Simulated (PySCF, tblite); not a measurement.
# C5H6NO3P: infrared bands and NMR shifts

What infrared bands and NMR shifts should C5H6NO3P (`O=P(O)(O)c1cccnc1`) show?

Programs: tblite 0.8.0 and PySCF 2.14.0, with density-fitted response routines of our own. Each step states its level of theory. These are calculated values for one molecule in the gas phase, unless marked as measured. Atoms are numbered from 0 throughout.

## (1) The starting structure

16 atoms, charge 0, multiplicity 1; geometry from: GFN2-xTB.

Bonds of the start (Å): O0–P1 1.47, P1–O2 1.61, P1–O3 1.61, P1–C4 1.80, C4–C5 1.39, C5–C6 1.38, C6–C7 1.39, C7–N8 1.32, N8–C9 1.32, C9–C4 1.39, O2–H10 0.96, O3–H11 0.96, C5–H12 1.08, C6–H13 1.08, C7–H14 1.08, C9–H15 1.08.

## (2) Vibrational analysis with GFN2-xTB

The job: settings as JSON, then the geometry in Å.

```
{"job": {"kind": "ir", "xc": "GFN2-xTB", "basis": "xTB"}, "charge": 0, "multiplicity": 1}
O     -2.063616     1.209656    -1.743311
P     -1.698809     0.200213    -0.746138
O     -1.964531    -1.306456    -1.240032
O     -2.566898     0.296001     0.603431
C      0.001308     0.149036    -0.145142
C      0.393635    -0.790524     0.796430
C      1.711571    -0.782353     1.220193
C      2.568137     0.168227     0.680453
N      2.194692     1.065096    -0.216805
C      0.937583     1.054890    -0.620576
H     -2.324672    -1.288057    -2.126650
H     -3.196668     1.012259     0.522465
H     -0.326477    -1.500009     1.175324
H      2.067806    -1.492795     1.949872
H      3.607216     0.217878     0.978941
H      0.652125     1.795881    -1.355100
```

**Question.** This job is followed by: GIAO PBE0/pcSseg-1 NMR shielding, non-relativistic, gas phase. Predict these results of the whole session: strongest single infrared mode (GFN2-xTB); zero-point energy (GFN2-xTB); 13C shifts against TMS (PBE0/pcSseg-1); 1H shifts against TMS (PBE0/pcSseg-1, means over atoms taken as alike); 17O shifts against H2O (PBE0/pcSseg-1, means over atoms taken as alike); 31P shifts against H3PO4 (PBE0/pcSseg-1); 15N shifts against NH3 (PBE0/pcSseg-1).

**Answer**, as computed:

```
                                                               quantity                                  value
                              strongest single infrared mode (GFN2-xTB)                   821 cm⁻¹, 407 km/mol
                                           zero-point energy (GFN2-xTB)                          67.3 kcal/mol
                                 13C shifts against TMS (PBE0/pcSseg-1)  159.4, 155.6, 144.3, 131.1, 127.6 ppm
 1H shifts against TMS (PBE0/pcSseg-1, means over atoms taken as alike)       9.23, 9.13, 8.30, 7.52, 3.57 ppm
17O shifts against H2O (PBE0/pcSseg-1, means over atoms taken as alike)                       149.4, 126.3 ppm
                               31P shifts against H3PO4 (PBE0/pcSseg-1)                               17.3 ppm
                                 15N shifts against NH3 (PBE0/pcSseg-1)                              360.1 ppm
```

What this shows: The lowest mode is imaginary (75i cm⁻¹), so the xTB geometry is not a minimum. The strongest single mode, at 821 cm⁻¹, has its largest shares on P1, O3 and O2 (the list is cut at 3 atoms). Unscaled tight-binding wavenumbers are off by several per cent, some by more. Its intensities can rank the bands wrongly. At PBE0/pcSseg-1: Shielding is most anisotropic at N8 (span 732 ppm, paramagnetic term -423 ppm). NICS(1)zz of -28 ppm above the planar ring from C4 marks a diatropic (aromatic) ring current.
